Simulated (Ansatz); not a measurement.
# CH6ClSn: the cost of one run

Program: Ansatz 0.2.0. Level of theory: UKS BHLYP/def2-SVP. These are calculated values, not measurements.

### Step 1. The system as given

Bond lengths: Sn1–H2 1.990 Å, Sn1–H3 1.740 Å, Sn1–Cl4 2.408 Å, Sn1–H5 1.739 Å, C6–H7 1.110 Å, C6–H8 1.110 Å, C6–H9 1.110 Å. Angles: H2–Sn1–H3 109.4°, H2–Sn1–Cl4 109.5°, H2–Sn1–H5 109.5°, H3–Sn1–Cl4 109.5°, H3–Sn1–H5 109.5°, Cl4–Sn1–H5 109.5°, H7–C6–H8 109.4°, H7–C6–H9 109.4°, H8–C6–H9 109.4°.

Coordinates:

```xyz
9

Sn    0.0000    0.0000    0.0000
H     0.0000    0.0000    1.9900
H     1.6408    0.0000   -0.5794
Cl   -1.1351    1.9666   -0.8025
H    -0.8195   -1.4198   -0.5794
C     0.0000    0.0000    3.4000
H    -0.5653   -0.8805    3.7705
H     1.0452   -0.0494    3.7705
H    -0.4798    0.9298    3.7705
```

### Step 2. Pulling towards end A

Springs on the bonds that form and break draw the guess towards this end; the thresholds are loose.

Input file input.yaml:

```yaml
crystal:
  periodic: [false, false, false]
  atoms:
    - { symbol: Sn, position_ang: [0.0, 0.0, 0.0] }
    - { symbol: H, position_ang: [0.0, 0.0, 1.99] }
    - { symbol: H, position_ang: [1.6408, 0.0, -0.5794] }
    - { symbol: Cl, position_ang: [-1.1351, 1.9666, -0.8025] }
    - { symbol: H, position_ang: [-0.8195, -1.4198, -0.5794] }
    - { symbol: C, position_ang: [0.0, 0.0, 3.4] }
    - { symbol: H, position_ang: [-0.5653, -0.8805, 3.7705] }
    - { symbol: H, position_ang: [1.0452, -0.0494, 3.7705] }
    - { symbol: H, position_ang: [-0.4798, 0.9298, 3.7705] }
magnetization:
  spin_polarized: true
  initial_magnetization: 1
basis:
  gaussian: { orbitals: def2-SVP }
hamiltonian:
  xc: { name: BHLYP }
relax:
  f_tol: 0.15
  max_steps: 25
  restrain:
    - { distance: [1, 5], at: 2.31, k: 30.0 }
    - { distance: [0, 1], at: 1.74, k: 30.0 }
```

Launch:

```console
ansatz run input.yaml --threads 4 --pin off --max-ram 5120MiB --backend cpu --events-out ev --progress --plain --runs-dir out
```

Q: Estimate wall time and peak memory on 4 threads of Arm Neoverse V2, shared host.

About 12 s, with a peak of 0.26 GiB.
